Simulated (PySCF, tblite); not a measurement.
# C₆H₁₂F₂OSi: geometry, infrared bands and NMR shifts

Wanted: the infrared bands and NMR shifts of C₆H₁₂F₂OSi (`CO[SiH2][C@@]1(F)CC[C@H](F)C1`), by calculation.

Programs: tblite 0.8.0 and PySCF 2.14.0, with density-fitted response routines of our own. Each step states its level of theory. These are calculated values for one molecule in the gas phase, unless marked as measured. Atoms count from 0, in the outputs and in this text.

### Step 1. The starting structure

22 atoms, charge 0, multiplicity 1; geometry from: force field or distance geometry start.

Bonds of the start (Å): C0–O1 1.40, O1–Si2 1.71, Si2–C3 1.86, C3–F4 1.41, C3–C5 1.51, C5–C6 1.51, C6–C7 1.50, C7–F8 1.39, C7–C9 1.52, C9–C3 1.52, C0–H10 1.11, C0–H11 1.12, C0–H12 1.10, Si2–H13 1.47, Si2–H14 1.45, C5–H15 1.11, C5–H16 1.10, C6–H17 1.10, C6–H18 1.13, C7–H19 1.10, C9–H20 1.10, C9–H21 1.10.

### Step 2. Relaxing the molecule with GFN2-xTB

What the job is given:

```
{"job": {"kind": "relax", "xc": "GFN2-xTB", "basis": "xTB"}, "charge": 0, "multiplicity": 1}
C      3.587100     0.525400     0.298900
O      2.507500    -0.246300     0.734000
Si     1.417500    -0.628300    -0.523800
C     -0.292500    -0.493300     0.185500
F     -0.396800    -1.110500     1.447700
C     -0.699700     0.955100     0.228100
C     -2.150700     0.828800     0.631100
C     -2.596400    -0.419100    -0.066800
F     -3.028100    -1.312000     0.900700
C     -1.379100    -1.030600    -0.737700
H      3.228000     1.295900    -0.414500
H      3.970200     1.048100     1.208400
H      4.372800    -0.111300    -0.137200
H      1.515800     0.303300    -1.651800
H      1.646800    -1.971900    -1.014300
H     -0.100700     1.564500     0.935300
H     -0.634500     1.336100    -0.805600
H     -2.726900     1.700100     0.278200
H     -2.221000     0.708900     1.751600
H     -3.423900    -0.242900    -0.766500
H     -1.198800    -0.554800    -1.717800
H     -1.406900    -2.125900    -0.764500
```

Started as:

```
$ OMP_NUM_THREADS=1 python probes_run.py task.json out
```

This one command runs all jobs of the session in turn.

**Question.** This job is followed by: GFN2-xTB harmonic vibrations, gas phase; GIAO PBE0/pcSseg-1 NMR shielding, non-relativistic, gas phase. Predict these results of the whole session: strongest single infrared mode (GFN2-xTB); zero-point energy (GFN2-xTB); ¹³C shifts against TMS (PBE0/pcSseg-1); ¹H shifts against TMS (PBE0/pcSseg-1, means over atoms taken as alike); ¹⁷O shifts against H2O (PBE0/pcSseg-1); ²⁹Si shifts against TMS (PBE0/pcSseg-1); ¹⁹F shifts against CFCl3 (PBE0/pcSseg-1); surface potential, 1st and 99th percentile.

As calculated:

```
                                                              quantity                                                           value
                             strongest single infrared mode (GFN2-xTB)                                           2220 cm⁻¹, 361 km/mol
                                          zero-point energy (GFN2-xTB)                                                  106.7 kcal/mol
                                ¹³C shifts against TMS (PBE0/pcSseg-1)                         100.1, 99.8, 54.5, 44.2, 37.1, 34.5 ppm
¹H shifts against TMS (PBE0/pcSseg-1, means over atoms taken as alike)  5.20, 4.89, 4.51, 3.84, 2.48, 2.35, 2.33, 2.17, 2.04, 1.48 ppm
                                ¹⁷O shifts against H2O (PBE0/pcSseg-1)                                                        -6.3 ppm
                               ²⁹Si shifts against TMS (PBE0/pcSseg-1)                                                       -21.8 ppm
                              ¹⁹F shifts against CFCl3 (PBE0/pcSseg-1)                                              -193.3, -209.5 ppm
                                 surface potential, 1st and 99th percentile                                              -1.21 V and 1.21 V
```

Relaxing lowered the energy by 0.870 eV in 151 steps; the close pair that moved most is O1–Si2, from 1.708 to 1.612 Å. No mode is imaginary among the 60: a minimum at this level. The strongest single mode, at 2220 cm⁻¹, moves mainly H13. Unscaled tight-binding wavenumbers are off by several per cent, some by more. Its intensities can rank the bands wrongly. The most deshielded hydrogen is H19 (hydrogen on an sp3 CH bonded to F), at 5.20 ppm: its carbon carries F, hence the downfield position. At PBE0/pcSseg-1: The widest tensor belongs to F4: span 170 ppm, with a paramagnetic part of -114 ppm.
